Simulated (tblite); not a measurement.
# C5H13GeNS: the cost of one run

Computed with tblite 0.8.0 and PySCF 2.14.0, with density-fitted response routines of our own, on a single molecule in the gas phase. Atoms count from 0, in the outputs and in this text.

**1. Starting geometry**

21 atoms, charge 0, multiplicity 1; geometry from: force field or distance geometry start.

Bonds of the start (Å): C0–C1 1.35, C1–C2 1.47, C2–C3 1.53, C3–C4 1.52, C4–Ge5 1.95, Ge5–N6 1.83, Ge5–S7 2.24, C0–H8 1.08, C0–H9 1.09, C1–H10 1.11, C2–H11 1.11, C2–H12 1.11, C3–H13 1.10, C3–H14 1.11, C4–H15 1.13, C4–H16 1.11, Ge5–H17 1.56, N6–H18 1.02, N6–H19 1.03, S7–H20 1.41.

**2. Relaxing the molecule with GFN2-xTB**

Job settings and geometry (Å):

```
{"job": {"kind": "relax", "xc": "GFN2-xTB", "basis": "xTB"}, "charge": 0, "multiplicity": 1}
C      3.609800     0.623400     0.761600
C      2.487700    -0.132500     0.705700
C      1.828800    -0.319200    -0.594500
C      0.389400     0.195300    -0.599700
C     -0.439800    -0.546600     0.440100
Ge    -2.286600     0.077100     0.465000
N     -3.495600    -1.138000    -0.179200
S     -2.515300     1.957000    -0.728600
H      3.940000     1.063000    -0.170000
H      4.130300     0.788400     1.709700
H      2.120500    -0.601500     1.638600
H      1.862100    -1.384900    -0.896700
H      2.383600     0.293300    -1.341400
H     -0.064400     0.148400    -1.603100
H      0.445000     1.274800    -0.332700
H     -0.399700    -1.651000     0.228100
H      0.013300    -0.342400     1.430600
H     -2.618800     0.449700     1.940000
H     -3.133300    -2.056200    -0.440500
H     -4.432400    -1.112200     0.253500
H     -3.833800     2.431100    -0.532300
```

Command:

```sh
OMP_NUM_THREADS=1 python probes_run.py task.json out
```

One launch serves the whole session: the jobs run in the order shown.

**Question.** How long does this first job take on 1 thread of Arm Neoverse N1, shared host, and how much memory does it need?

About 4 s, with a peak of 0.18 GiB.
